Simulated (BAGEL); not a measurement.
**One shape, several levels: GeN2H6 (SMILES [NH2][GeH2][NH2])**

Aim: a comparison of 3 runs (HF/STO-3G, HF/6-31G*, HF/cc-pVDZ) of GeN2H6. 

The results are computed with BAGEL 1.2.2.

**1. Starting point**

GeN2H6: 9 atoms, total charge 0, spin state singlet. SMILES: `[NH2][GeH2][NH2]`. The N3–H9 distance was set to 1.314 Å, away from the relaxed value.

Bond lengths: N1–Ge2 1.832 Å, Ge2–N3 1.832 Å, N1–H4 1.010 Å, N1–H5 1.010 Å, Ge2–H6 1.547 Å, Ge2–H7 1.547 Å, N3–H8 1.010 Å. Angles: N1–Ge2–N3 103.7°, N1–Ge2–H6 105.1°, N1–Ge2–H7 116.8°, N3–Ge2–H6 116.8°, N3–Ge2–H7 105.1°, Ge2–N1–H4 114.5°, Ge2–N1–H5 115.2°, Ge2–N3–H8 115.2°, H6–Ge2–H7 109.7°, H4–N1–H5 109.3°. A long bond or contact: N3–H9 1.314 Å.

**2. The energy at HF/STO-3G (density fitting with qzvpp-jkfit) (run 1)**

Input file hf.json:

```json
{ "bagel" : [

{
  "title" : "molecule",
  "basis" : "sto-3g",
  "df_basis" : "qzvpp-jkfit",
  "angstrom" : "true",
  "geometry" : [
    { "atom" : "N", "xyz" : [      -0.913705,       0.581547,      -1.073191 ] },
    { "atom" : "Ge", "xyz" : [       0.712995,       0.213547,      -0.314691 ] },
    { "atom" : "N", "xyz" : [       0.370795,      -1.220353,       0.773409 ] },
    { "atom" : "H", "xyz" : [      -1.276605,      -0.154653,      -1.662491 ] },
    { "atom" : "H", "xyz" : [      -0.970305,       1.461647,      -1.565091 ] },
    { "atom" : "H", "xyz" : [       1.141195,       1.528147,       0.378409 ] },
    { "atom" : "H", "xyz" : [       1.834895,      -0.261953,      -1.267191 ] },
    { "atom" : "H", "xyz" : [       1.187695,      -1.688853,       1.138109 ] },
    { "atom" : "H", "xyz" : [      -0.461700,      -0.969200,       1.758000 ] }
  ]
},

{ "title" : "hf" },

{ "title" : "print", "file" : "orbitals.molden", "orbitals" : "true" }

]}
```

Run with:

```sh
$ BAGEL_NUM_THREADS=1 BAGEL hf.json > hf.out
```

What it wrote:

```text
* using 1 threads per process

  ===============================================================
  ===============================================================

  *** Geometry ***

  { "atom" : "N", "xyz" : [     -1.726652,      1.098965,     -2.028037 ] },
  { "atom" : "Ge", "xyz" : [      1.347365,      0.403545,     -0.594680 ] },
  { "atom" : "N", "xyz" : [      0.700701,     -2.306133,      1.461531 ] },
  { "atom" : "H", "xyz" : [     -2.412434,     -0.292252,     -3.141653 ] },
  { "atom" : "H", "xyz" : [     -1.833611,      2.762113,     -2.957593 ] },
  { "atom" : "H", "xyz" : [      2.156546,      2.887779,      0.715089 ] },
  { "atom" : "H", "xyz" : [      3.467449,     -0.495019,     -2.394644 ] },
  { "atom" : "H", "xyz" : [      2.244418,     -3.191470,      2.150714 ] },
  { "atom" : "H", "xyz" : [     -0.872487,     -1.831523,      3.322139 ] },

  Number of auxiliary basis functions:      528

  Since a DF basis is specified, we compute 2- and 3-index integrals:
    o Being stored without compression. Storage requirement is 0.005 GB

  Number of basis functions:       34
  Number of electrons      :       52

    * METHOD: MOLECULE                             0.21

  *** RHF ***

  === Nuclear Repulsion ===
   213.5440098932

      * DIIS with orbital gradients will be used.

  === RHF iteration (sto-3g) ===
      0      -2162.63968564          0.01096538           0.03
      1      -2162.68132962          0.00311777           0.03
      2      -2162.68542215          0.00069262           0.03
      3      -2162.68584393          0.00017123           0.03
      4      -2162.68587245          0.00006677           0.03
      5      -2162.68587787          0.00001419           0.03
      6      -2162.68587810          0.00000535           0.03
      7      -2162.68587814          0.00000058           0.03
      8      -2162.68587814          0.00000016           0.03
      9      -2162.68587814          0.00000005           0.03
     10      -2162.68587814          0.00000001           0.03
     11      -2162.68587814          0.00000000           0.03
    * SCF iteration converged.

    * Permanent dipole moment:
           (   -0.567152,    -0.283681,     0.138723) a.u.

    * METHOD: HF                                   0.44

    * METHOD: PRINT                                0.01

  ===============================================================
```

Run time: 0.91 s. Hardware: 1 thread of AMD EPYC 7B13 (Zen 3), shared host; peak memory 0.08 GiB.

**3. The energy at HF/6-31G(d) (density fitting with qzvpp-jkfit, spherical functions) (run 2)**

Input file input.json:

```json
{ "bagel" : [

{
  "title" : "molecule",
  "basis" : "6-31gs.json",
  "df_basis" : "qzvpp-jkfit",
  "angstrom" : true,
  "geometry" : [
    { "atom" : "N", "xyz" : [   -0.913705,    0.581547,   -1.073191 ] },
    { "atom" : "Ge", "xyz" : [    0.712995,    0.213547,   -0.314691 ] },
    { "atom" : "N", "xyz" : [    0.370795,   -1.220353,    0.773409 ] },
    { "atom" : "H", "xyz" : [   -1.276605,   -0.154653,   -1.662491 ] },
    { "atom" : "H", "xyz" : [   -0.970305,    1.461647,   -1.565091 ] },
    { "atom" : "H", "xyz" : [    1.141195,    1.528147,    0.378409 ] },
    { "atom" : "H", "xyz" : [    1.834895,   -0.261953,   -1.267191 ] },
    { "atom" : "H", "xyz" : [    1.187695,   -1.688853,    1.138109 ] },
    { "atom" : "H", "xyz" : [   -0.461700,   -0.969200,    1.758000 ] }
  ]
},
{
  "title" : "hf"
},
{
  "title" : "print",
  "file" : "orbitals.molden",
  "orbitals" : true
}

]}
```

The basis set 6-31G* is read from a file made from the Basis Set Exchange's data (not shown).

Run with:

```sh
$ BAGEL_NUM_THREADS=1 BAGEL input.json > input.out
```

What it wrote:

```text
* using 1 threads per process

  ===============================================================
  ===============================================================

  *** Geometry ***

  { "atom" : "N", "xyz" : [     -1.726652,      1.098965,     -2.028037 ] },
  { "atom" : "Ge", "xyz" : [      1.347365,      0.403545,     -0.594680 ] },
  { "atom" : "N", "xyz" : [      0.700701,     -2.306133,      1.461531 ] },
  { "atom" : "H", "xyz" : [     -2.412434,     -0.292252,     -3.141653 ] },
  { "atom" : "H", "xyz" : [     -1.833611,      2.762113,     -2.957593 ] },
  { "atom" : "H", "xyz" : [      2.156546,      2.887779,      0.715089 ] },
  { "atom" : "H", "xyz" : [      3.467449,     -0.495019,     -2.394644 ] },
  { "atom" : "H", "xyz" : [      2.244418,     -3.191470,      2.150714 ] },
  { "atom" : "H", "xyz" : [     -0.872487,     -1.831523,      3.322139 ] },

  Number of auxiliary basis functions:      528

  Since a DF basis is specified, we compute 2- and 3-index integrals:
    o Being stored without compression. Storage requirement is 0.022 GB

  Number of basis functions:       72
  Number of electrons      :       52

    * METHOD: MOLECULE                             0.30

  *** RHF ***

  === Nuclear Repulsion ===
   213.5440098932

      * DIIS with orbital gradients will be used.

  === RHF iteration (6-31gs.json) ===
      0      -2187.15009924          0.02597562           0.07
      1      -2187.31465349          0.01615969           0.07
      2      -2187.41514760          0.00159632           0.07
      3      -2187.41651851          0.00050815           0.07
      4      -2187.41662297          0.00011924           0.07
      5      -2187.41663609          0.00003433           0.06
      6      -2187.41663776          0.00001225           0.06
      7      -2187.41663789          0.00000437           0.07
      8      -2187.41663790          0.00000113           0.06
      9      -2187.41663791          0.00000048           0.06
     10      -2187.41663791          0.00000023           0.06
     11      -2187.41663791          0.00000009           0.06
     12      -2187.41663791          0.00000004           0.07
     13      -2187.41663791          0.00000002           0.06
     14      -2187.41663791          0.00000001           0.06
    * SCF iteration converged.

    * Permanent dipole moment:
           (   -0.325079,    -0.183424,     0.059143) a.u.

    * METHOD: HF                                   1.23

    * METHOD: PRINT                                0.02

  ===============================================================
```

It took 1.8 s on 1 thread of AMD EPYC 7B13 (Zen 3), shared host; peak memory 0.12 GiB.

**4. The energy at HF/cc-pVDZ (density fitting with qzvpp-jkfit) (run 3)**

Input file job.json:

```json
{ "bagel" : [

{
  "title" : "molecule",
  "basis" : "cc-pvdz.json",
  "df_basis" : "qzvpp-jkfit",
  "angstrom" : true,
  "geometry" : [
    { "atom" : "N", "xyz" : [   -0.913705,    0.581547,   -1.073191 ] },
    { "atom" : "Ge", "xyz" : [    0.712995,    0.213547,   -0.314691 ] },
    { "atom" : "N", "xyz" : [    0.370795,   -1.220353,    0.773409 ] },
    { "atom" : "H", "xyz" : [   -1.276605,   -0.154653,   -1.662491 ] },
    { "atom" : "H", "xyz" : [   -0.970305,    1.461647,   -1.565091 ] },
    { "atom" : "H", "xyz" : [    1.141195,    1.528147,    0.378409 ] },
    { "atom" : "H", "xyz" : [    1.834895,   -0.261953,   -1.267191 ] },
    { "atom" : "H", "xyz" : [    1.187695,   -1.688853,    1.138109 ] },
    { "atom" : "H", "xyz" : [   -0.461700,   -0.969200,    1.758000 ] }
  ]
},
{ "title" : "hf" },
{ "title" : "print", "file" : "orbitals.molden", "orbitals" : true }

]}
```

The basis set cc-pVDZ is read from a file made from the Basis Set Exchange's data (not shown).

Run with:

```sh
$ BAGEL_NUM_THREADS=1 BAGEL job.json > job.out
```

What it wrote:

```text
* using 1 threads per process

  ===============================================================
  ===============================================================

  *** Geometry ***

  { "atom" : "N", "xyz" : [     -1.726652,      1.098965,     -2.028037 ] },
  { "atom" : "Ge", "xyz" : [      1.347365,      0.403545,     -0.594680 ] },
  { "atom" : "N", "xyz" : [      0.700701,     -2.306133,      1.461531 ] },
  { "atom" : "H", "xyz" : [     -2.412434,     -0.292252,     -3.141653 ] },
  { "atom" : "H", "xyz" : [     -1.833611,      2.762113,     -2.957593 ] },
  { "atom" : "H", "xyz" : [      2.156546,      2.887779,      0.715089 ] },
  { "atom" : "H", "xyz" : [      3.467449,     -0.495019,     -2.394644 ] },
  { "atom" : "H", "xyz" : [      2.244418,     -3.191470,      2.150714 ] },
  { "atom" : "H", "xyz" : [     -0.872487,     -1.831523,      3.322139 ] },

  Number of auxiliary basis functions:      528

  Since a DF basis is specified, we compute 2- and 3-index integrals:
    o Being stored without compression. Storage requirement is 0.031 GB

  Number of basis functions:       85
  Number of electrons      :       52

    * METHOD: MOLECULE                             0.30

  *** RHF ***

  === Nuclear Repulsion ===
   213.5440098932

      * DIIS with orbital gradients will be used.

  === RHF iteration (cc-pvdz.json) ===
      0      -2187.39838858          0.01995353           0.09
      1      -2187.58450972          0.01376724           0.08
      2      -2187.69686174          0.00136178           0.08
      3      -2187.69847914          0.00037584           0.08
      4      -2187.69857964          0.00013686           0.08
      5      -2187.69859686          0.00003223           0.08
      6      -2187.69859869          0.00000977           0.08
      7      -2187.69859886          0.00000306           0.08
      8      -2187.69859887          0.00000127           0.08
      9      -2187.69859887          0.00000053           0.08
     10      -2187.69859887          0.00000024           0.08
     11      -2187.69859887          0.00000012           0.08
     12      -2187.69859887          0.00000004           0.08
     13      -2187.69859887          0.00000001           0.08
     14      -2187.69859887          0.00000001           0.08
    * SCF iteration converged.

    * Permanent dipole moment:
           (   -0.222869,    -0.137027,     0.038523) a.u.

    * METHOD: HF                                   1.40

    * METHOD: PRINT                                0.03

  ===============================================================
```

Wall time 2 s (1 thread of AMD EPYC 7B13 (Zen 3), shared host); peak memory 0.14 GiB.

**5. Overview of the runs**

| run | level | energy (Eh) | dipole moment (D) | HOMO energy (eV) | LUMO energy (eV) | wall time |
| --- | --- | --- | --- | --- | --- | --- |
| 1 | HF/STO-3G (density fitting with qzvpp-jkfit) | -2162.685878 | 1.65 | -7.84 | 11.02 | 0.91 s |
| 2 | HF/6-31G* (density fitting with qzvpp-jkfit, spherical functions) | -2187.416638 | 0.96 | -10.55 | 3.67 | 1.8 s |
| 3 | HF/cc-pVDZ (density fitting with qzvpp-jkfit) | -2187.698599 | 0.67 | -10.57 | 3.98 | 2 s |

**6. Outcome**

| quantity | value |
| --- | --- |
| run 3: total energy | -2187.69860 Eh |
| run 3: dipole moment | 0.67 D |
| run 3: HOMO energy | -10.57 eV |
| run 3: LUMO energy | 3.98 eV |
| run 3: HOMO–LUMO gap | 14.55 eV |

In words: The dipole moment (its size) runs from 0.67 D (HF/cc-pVDZ) to 1.65 D (HF/STO-3G). The HOMO–LUMO gap runs from 14.21 eV (HF/6-31G*) to 18.86 eV (HF/STO-3G). In run 1 the basis is minimal, so the values are rough. All runs together took 4.7 s, the longest 2 s.
